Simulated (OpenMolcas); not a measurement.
# One shape, several levels: triplet SiHClF2

Aim: a comparison of 6 runs (UHF/6-311+G**, UB3LYP/6-31G*, U-revPBE/6-311+G**, UBHLYP/6-311+G**, UM06-2X/6-311+G**, UPBE0/6-311+G**) of triplet SiHClF2. 

The calculation is run with OpenMolcas 26.06.

## Step 1: The system as given

The species is SiHClF2 (5 atoms), meant as a triplet with charge 0. SMILES of the parent species: `F[SiH](F)Cl`. Geometry: relaxed at PBE0-D4/def2-TZVP. That shape belongs to the parent species and isn't relaxed for this state.

Bond lengths: F1–Si2 1.577 Å, Si2–F3 1.577 Å, Si2–Cl4 2.018 Å, Si2–H5 1.465 Å. Angles: F1–Si2–F3 107.6°, F1–Si2–Cl4 109.0°, F3–Si2–Cl4 109.0°, F1–Si2–H5 109.8°, F3–Si2–H5 109.8°, Cl4–Si2–H5 111.5°.

## Step 2: The energy at UHF/6-311+G(d,p) (run 1)

mol.inp reads:

```
&GATEWAY
 BasLib=$CurrDir
 Coord
 5
 bohr
 F     -0.64175099    -1.17427581     2.68360007
 Si     0.18122474    -0.00037795     0.07143165
 F     -0.06330583     2.96082289     0.29574214
 Cl    -2.18735799    -1.23966034    -2.64845116
 H      2.80548740    -0.68597058    -0.48036838
 Basis=6-311pGss
 Group=NoSym

&SEWARD

&SCF
 UHF
 Spin=3
 Thresholds=1e-10 1e-07 1e-07 1e-05
 PrOrbitals=1 2
```

The basis set 6-311+G** is read from a file made from the Basis Set Exchange's data (not shown).

Command:

```sh
$ export MOLCAS_MEM=1860
$ pymolcas mol.inp > mol.log
```

Output:

```text
--- Start Module: gateway ---
[...]
--- Stop Module: gateway /rc=_RC_ALL_IS_WELL_ ---
--- Start Module: seward ---
[...]
      Basis functions          110
--- Stop Module: seward /rc=_RC_ALL_IS_WELL_ ---
[...]
--- Start Module: scf ---
[...]
       Convergence after  33 Iterations
[...]
::    Total SCF energy                               -947.8251917938
[...]
      Total spin, S                                     1.0030794503
[...]
      Total electronic charge=   50.000000
      Total            charge=   -0.000000
[...]
      Dipole Moment (debye):
      Origin of the operator (angstrom)=   -0.4256   -0.0525   -0.1791
                   X=  1.6914E+00               Y= -1.4199E-01               Z=  1.6291E-01           Total=  1.7051E+00
      Quadrupole Moment (debye*angstrom):
[...]
--- Stop Module: scf /rc=_RC_ALL_IS_WELL_ ---
[...]
```

Wall time 26 s (1 thread of Arm Neoverse V1, shared host); peak memory 0.65 GiB.

## Step 3: The energy at UB3LYP/6-31G(d) (spherical functions) (run 2)

struct.xyz reads:

```xyz
5

F     -0.339600    -0.621400     1.420100
Si     0.095900    -0.000200     0.037800
F     -0.033500     1.566800     0.156500
Cl    -1.157500    -0.656000    -1.401500
H      1.484600    -0.363000    -0.254200
```

job.input reads:

```
&GATEWAY
 BasLib
 $CurrDir
 Coord
 struct.xyz
 Basis
 6-31Gs
 Group
 NoSym

&SEWARD
 GridInput
 Grid=UltraFine
 End of Grid

&SCF
 UHF
 Spin
 3
 KSDFT
 B3LYP
 Thresholds
 1e-10 1e-07 1e-07 1e-05
 PrOrbitals
 1 2
```

The basis set 6-31G* is read from a file made from the Basis Set Exchange's data (not shown).

Command:

```sh
$ export MOLCAS_MEM=1860
$ pymolcas job.input > job.log
```

Output:

```text
--- Start Module: gateway ---
[...]
--- Stop Module: gateway /rc=_RC_ALL_IS_WELL_ ---
--- Start Module: seward ---
[...]
      Basis functions           66
--- Stop Module: seward /rc=_RC_ALL_IS_WELL_ ---
[...]
--- Start Module: scf ---
[...]
       Convergence after  25 Iterations
[...]
::    Total KS-DFT energy                            -949.8113959903
[...]
      Total spin, S                                     1.0012958539
[...]
      Total electronic charge=   50.000000
      Total            charge=   -0.000000
[...]
      Dipole Moment (debye):
      Origin of the operator (angstrom)=   -0.4256   -0.0525   -0.1791
                   X=  2.2609E-01               Y= -6.9164E-01               Z= -1.1438E+00           Total=  1.3557E+00
      Quadrupole Moment (debye*angstrom):
[...]
--- Stop Module: scf /rc=_RC_ALL_IS_WELL_ ---
[...]
```

It took 30 s on 1 thread of Arm Neoverse V1, shared host; peak memory 0.41 GiB.

Run 3 isn't shown in full; the table further down has it.

## Step 4: A single-point energy at UBHLYP/6-311+G(d,p) (run 4)

job.input reads:

```
&GATEWAY
  BasLib=$CurrDir
  Coord
  5
  angstrom
  F       -0.339600      -0.621400       1.420100
  Si       0.095900      -0.000200       0.037800
  F       -0.033500       1.566800       0.156500
  Cl      -1.157500      -0.656000      -1.401500
  H        1.484600      -0.363000      -0.254200
  Basis=6-311pGss
  Group=NoSym

&SEWARD
  GridInput
  Grid=UltraFine
  End of Grid

&SCF
  UHF
  Spin=3
  KSDFT=HYB_GGA_XC_BHANDHLYP
  Thresholds=1e-10 1e-07 1e-07 1e-05
  PrOrbitals=1 2
```

The basis set 6-311+G** is read from a file made from the Basis Set Exchange's data (not shown).

Command:

```sh
$ export MOLCAS_MEM=1860
$ pymolcas job.input > job.log
```

Output:

```text
--- Start Module: gateway ---
[...]
--- Stop Module: gateway /rc=_RC_ALL_IS_WELL_ ---
--- Start Module: seward ---
[...]
      Basis functions          110
--- Stop Module: seward /rc=_RC_ALL_IS_WELL_ ---
[...]
--- Start Module: scf ---
[...]
       Convergence after  28 Iterations
[...]
::    Total KS-DFT energy                            -949.8417860076
[...]
      Total spin, S                                     1.0020920801
[...]
      Total electronic charge=   50.000000
      Total            charge=   -0.000000
[...]
      Dipole Moment (debye):
      Origin of the operator (angstrom)=   -0.4256   -0.0525   -0.1791
                   X=  6.0110E-01               Y= -7.7777E-01               Z= -1.2019E+00           Total=  1.5527E+00
      Quadrupole Moment (debye*angstrom):
[...]
--- Stop Module: scf /rc=_RC_ALL_IS_WELL_ ---
[...]
```

Run time: 66 s. Hardware: 1 thread of Arm Neoverse V1, shared host; peak memory 0.65 GiB.

Run 5 isn't shown in full; the table further down has it.

## Step 5: A single-point energy at UPBE0/6-311+G(d,p) (run 6)

struct.xyz is that of step 3.

run.input reads:

```
&GATEWAY
 BasLib = $CurrDir
 Coord = struct.xyz
 Basis = 6-311pGss
 Group = NoSym

&SEWARD
 GridInput
 Grid=UltraFine
 End of Grid

&SCF
 UHF
 Spin = 3
 KSDFT = PBE0
 Thresholds = 1e-10 1e-07 1e-07 1e-05
 PrOrbitals = 1 1
```

The basis set 6-311+G** is read from a file made from the Basis Set Exchange's data (not shown).

Command:

```sh
$ export MOLCAS_MEM=1860
$ pymolcas run.input > run.log
```

Output:

```text
--- Start Module: gateway ---
[...]
--- Stop Module: gateway /rc=_RC_ALL_IS_WELL_ ---
--- Start Module: seward ---
[...]
      Basis functions          110
--- Stop Module: seward /rc=_RC_ALL_IS_WELL_ ---
[...]
--- Start Module: scf ---
[...]
       Convergence after  28 Iterations
[...]
::    Total KS-DFT energy                            -949.4548867714
[...]
      Total spin, S                                     1.0014868426
[...]
      Total electronic charge=   50.000000
      Total            charge=   -0.000000
[...]
      Dipole Moment (debye):
      Origin of the operator (angstrom)=   -0.4256   -0.0525   -0.1791
                   X=  6.7564E-01               Y= -6.4203E-01               Z= -9.4907E-01           Total=  1.3302E+00
      Quadrupole Moment (debye*angstrom):
[...]
--- Stop Module: scf /rc=_RC_ALL_IS_WELL_ ---
[...]
```

It took 67 s on 1 thread of Arm Neoverse V1, shared host; peak memory 0.65 GiB.

## Step 6: All runs side by side

```tsv
run	level	integration grid	energy (Eh)	dipole moment (D)	HOMO energy (eV)	⟨S²⟩	wall time
1	UHF/6-311+G**	–	-947.825192	1.71	-3.51	2.009	26 s
2	UB3LYP/6-31G* (spherical functions)	UltraFine	-949.811396	1.36	-1.15	2.004	30 s
3	U-revPBE/6-311+G**	UltraFine	-949.714204	1.23	-1.63	2.002	67 s
4	UBHLYP/6-311+G**	UltraFine	-949.841786	1.55	-2.93	2.006	66 s
5	UM06-2X/6-311+G**	UltraFine	-949.808923	1.59	-2.97	2.005	4 min
6	UPBE0/6-311+G**	UltraFine	-949.454887	1.33	-2.34	2.004	67 s
```

## Step 7: Results

```
                                 quantity          value
                      run 6: total energy  -949.45489 Eh
                     run 6: dipole moment         1.33 D
run 6: HOMO energy (highest over α and β)       -2.34 eV
                              run 6: ⟨S²⟩          2.004
```

In words: The dipole moment (its size) runs from 1.23 D (U-revPBE/6-311+G**) to 1.71 D (UHF/6-311+G**). Totals of different functionals can't be ranked against each other. All runs together took 8.3 min, the longest 4 min.
